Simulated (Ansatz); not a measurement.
# Ba2SrRe: the cost of one run

Method: DFT PBE, scalar-relativistic, plane waves, PAW, in Ansatz 0.2.0.

### Step 1. Starting point

It takes space group P-6m2 (No. 187, hexagonal). Conventional cell: a = 4.261 Å, b = 4.261 Å, c = 12.600 Å, α = 90.00°, β = 90.00°, γ = 120.00°. Ba (site symmetry 3m) has 3 Re at 3.67 Å and 6 Ba at 4.26 Å and 3 Sr at 4.34 Å in its first shell of neighbours. Around Sr (site symmetry -6m2) lie 6 Sr at 4.26 Å and 6 Ba at 4.34 Å. Around Re (site symmetry -6m2) lie 6 Ba at 3.67 Å.

Structure file:

```
Ba Sr Re
1.0
     4.26147    0.00000    0.00000
    -2.13074    3.69054    0.00000
     0.00000    0.00000   12.59987
Ba Sr Re
2 1 1
Direct
  0.33333 0.66667 0.28391
  0.33333 0.66667 0.71609
  0.00000 0.00000 0.00000
  0.00000 0.00000 0.50000
```

Recipe of the guess: close-packed layers stacked ABAB|A (P-6m2, No. 187). Lengths come from tabulated atomic sizes and are only a guess.

### Step 2. The guess as it stands, on a coarse mesh

Contents of input.yaml:

```yaml
crystal:
  lattice:
    - [4.26147027, 0.0, 0.0]
    - [-2.13073513, 3.69054151, 0.0]
    - [0.0, 0.0, 12.59987218]
  atoms:
    - { symbol: Ba, position: [0.33333333, 0.66666667, 0.28390689] }
    - { symbol: Ba, position: [0.33333333, 0.66666667, 0.71609311] }
    - { symbol: Sr, position: [0.0, 0.0, 0.0] }
    - { symbol: Re, position: [0.0, 0.0, 0.5] }
basis:
  ecutwfc: 420
kpoints:
  mp_grid: { grid: [6, 6, 2] }
hamiltonian:
  xc: pbe
scf:
  occupations: { method: gaussian, width: 0.1 }
  lower_state_search: "off"
output:
  forces: true
  stress: true
  eigenvalues: true
```

Run with:

```console
ansatz run input.yaml --threads 1 --pin off --max-ram 2560MiB --backend cpu --events-out ev --progress --plain --runs-dir out
```

Q: Estimate wall time and peak memory on 1 thread of Intel Xeon at 2.50GHz (Skylake/Cascade Lake), shared host.

About 15 s, with a peak of 0.43 GiB.
